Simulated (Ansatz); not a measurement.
# In5TeMo2: the cost of one run

Computed with Ansatz 0.2.0 (DFT PBE, scalar-relativistic, plane waves, PAW, unless a step names another level, unless a step's input says otherwise).

## (1) Starting point

The structure is orthorhombic, space group Pnnm (No. 58). The conventional cell has a = 6.931 Å, b = 7.136 Å, c = 8.117 Å, α = 90.00°, β = 90.00°, γ = 90.00°. In (site symmetry 2/m) is surrounded by 2 Mo at 2.77 Å. In (site symmetry 1) has 3 Mo at 2.85 to 2.96 Å and 2 Te at 3.24 to 3.36 Å and 2 In at 3.29 to 3.30 Å as nearest neighbours. Around Te (site symmetry 2/m) lie 2 Mo at 2.75 Å and 8 In at 3.24 to 3.36 Å. Mo (site symmetry m) is surrounded by 1 Mo at 2.58 Å and 1 Te at 2.75 Å and 7 In at 2.77 to 2.96 Å.

Structure file:

```
CELL_PARAMETERS angstrom
6.93131 0.00000 0.00000
0.00000 7.13622 0.00000
0.00000 0.00000 8.11653
ATOMIC_POSITIONS crystal
In 0.00000 0.50000 0.50000
In 0.32467 0.67148 0.75525
In 0.67533 0.32852 0.75525
In 0.32467 0.67148 0.24475
In 0.67533 0.32852 0.24475
In 0.50000 0.00000 0.00000
In 0.82467 0.82852 0.74475
In 0.82467 0.82852 0.25525
In 0.17533 0.17148 0.25525
In 0.17533 0.17148 0.74475
Te 0.50000 0.00000 0.50000
Te 0.00000 0.50000 0.00000
Mo 0.87243 0.13173 0.50000
Mo 0.12757 0.86827 0.50000
Mo 0.62757 0.63173 0.00000
Mo 0.37243 0.36827 0.00000
```

It came out lowest among 14 distinct ends of the trial cells. At a tolerance of 0.05 Å it has space group Pnnm (No. 58).

## (2) Bands, states and charges

The input, input.yaml:

```yaml
crystal:
  lattice:
    - [6.9313064139, 0.0, 0.0]
    - [0.0, 7.1362220563, 0.0]
    - [0.0, 0.0, 8.1165300108]
  atoms:
    - { symbol: In, position: [0.0, 0.5, 0.5] }
    - { symbol: In, position: [0.3246733619, 0.6714839356, 0.7552514446] }
    - { symbol: In, position: [0.6753266381, 0.3285160644, 0.7552514446] }
    - { symbol: In, position: [0.3246733619, 0.6714839356, 0.2447485554] }
    - { symbol: In, position: [0.6753266381, 0.3285160644, 0.2447485554] }
    - { symbol: In, position: [0.5, 0.0, 0.0] }
    - { symbol: In, position: [0.8246733619, 0.8285160644, 0.7447485554] }
    - { symbol: In, position: [0.8246733619, 0.8285160644, 0.2552514446] }
    - { symbol: In, position: [0.1753266381, 0.1714839356, 0.2552514446] }
    - { symbol: In, position: [0.1753266381, 0.1714839356, 0.7447485554] }
    - { symbol: Te, position: [0.5, 0.0, 0.5] }
    - { symbol: Te, position: [0.0, 0.5, 0.0] }
    - { symbol: Mo, position: [0.872425086, 0.1317313672, 0.5] }
    - { symbol: Mo, position: [0.127574914, 0.8682686328, 0.5] }
    - { symbol: Mo, position: [0.627574914, 0.6317313672, 0.0] }
    - { symbol: Mo, position: [0.372425086, 0.3682686328, 0.0] }
basis:
  ecutwfc: 420
kpoints:
  mp_grid: { grid: [6, 6, 4] }
  band_path:
    path:
      - [[0.0, 0.0, 0.0], [0.5, 0.0, 0.0], [0.5, 0.5, 0.0], [0.0, 0.5, 0.0], [0.0, 0.0, 0.0], [0.0, 0.0, 0.5], [0.5, 0.0, 0.5], [0.5, 0.5, 0.5], [0.0, 0.5, 0.5], [0.0, 0.0, 0.5]]
      - [[0.5, 0.0, 0.0], [0.5, 0.0, 0.5]]
      - [[0.0, 0.5, 0.0], [0.0, 0.5, 0.5]]
      - [[0.5, 0.5, 0.0], [0.5, 0.5, 0.5]]
    npoints: 10
hamiltonian:
  xc: pbe
scf:
  occupations: { method: gaussian, width: 0.1 }
  n_extra_bands: 40
output:
  forces: true
  stress: true
  eigenvalues: true
  populations: true
  dos: { projected: true, de: 0.02, nscf_kmesh: { grid: [8, 8, 5] } }
  bader: false
```

Run with:

```
> ansatz run input.yaml --threads 1 --pin off --max-ram 2560MiB --backend cpu --events-out ev --progress --plain --runs-dir out
```

What time and memory should one allow on 1 thread of Arm Neoverse V1, shared host?

About 19 min, with a peak of 2 GiB.
